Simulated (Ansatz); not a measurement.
**BrClFGa: geometry optimisation**

The task is to find a stationary geometry of BrClFGa, and look at its orbitals and charge.

The runs use Ansatz 0.2.0, Gaussian basis; RKS PBE0-D4/def2-TZVP.

Plan: relaxation at PBE0-D4/def2-TZVP; a single point in def2-TZVPP for the fields.

## (1) Starting geometry

SMILES `[F][Ga]([Cl])[Br]`, 4 atoms, charge 0, spin multiplicity 1.

Atoms are counted from 1 here; the program's logs count them from 0.

Bond lengths: F1–Ga2 1.758 Å, Ga2–Cl3 2.072 Å, Ga2–Br4 2.269 Å. Angles: F1–Ga2–Cl3 119.9°, F1–Ga2–Br4 111.7°, Cl3–Ga2–Br4 128.4°.

The start is a GFN2-xTB geometry.

## (2) Optimising with PBE0-D4/def2-TZVP

in.yaml

```yaml
crystal:
  periodic: [false, false, false]
  atoms:
    - {symbol: F, position_ang: [-1.195510, -0.603880, 1.185120]}
    - {symbol: Ga, position_ang: [0.034420, -0.046040, 0.059560]}
    - {symbol: Cl, position_ang: [2.012430, -0.598850, 0.334960]}
    - {symbol: Br, position_ang: [-0.851340, 1.248770, -1.579640]}
basis:
  gaussian: {orbitals: def2-TZVP}
hamiltonian: {xc: pbe0, dispersion: d4}
relax: {f_tol: 0.005, max_steps: 150}
```

Started as:

```console
ansatz run in.yaml --threads 2 --pin off --events-out ev --progress --plain --max-ram 32768MiB --backend cpu
```

Further steps of the session: Fields at the relaxed geometry.

Q: Predict the results of all the runs planned. Wanted: point group; shift from the start; total energy; dispersion term; dipole moment; HOMO, LUMO.

As calculated:

| quantity | value |
| --- | --- |
| point group | Cs |
| steps | 6 |
| shift from the start (rms) | 0.061 Å |
| total energy | -137648.1758 eV |
| dispersion term | -104 meV |
| dipole moment | 1.05 D |
| HOMO, LUMO | -9.20, -2.10 eV |

**Reading.** The relaxed geometry lies 0.06 Å (rms) from the start; the bond that changed most is Ga2–Cl3, from 2.072 to 2.107 Å. No vibrations were run, so it is not proven to be a minimum. The largest Mulliken charge, +0.75 e, sits on Ga2. The HOMO lies mostly on Br4 88 %; Cl3 9 % and the LUMO on Ga2 46 %; Br4 23 %.
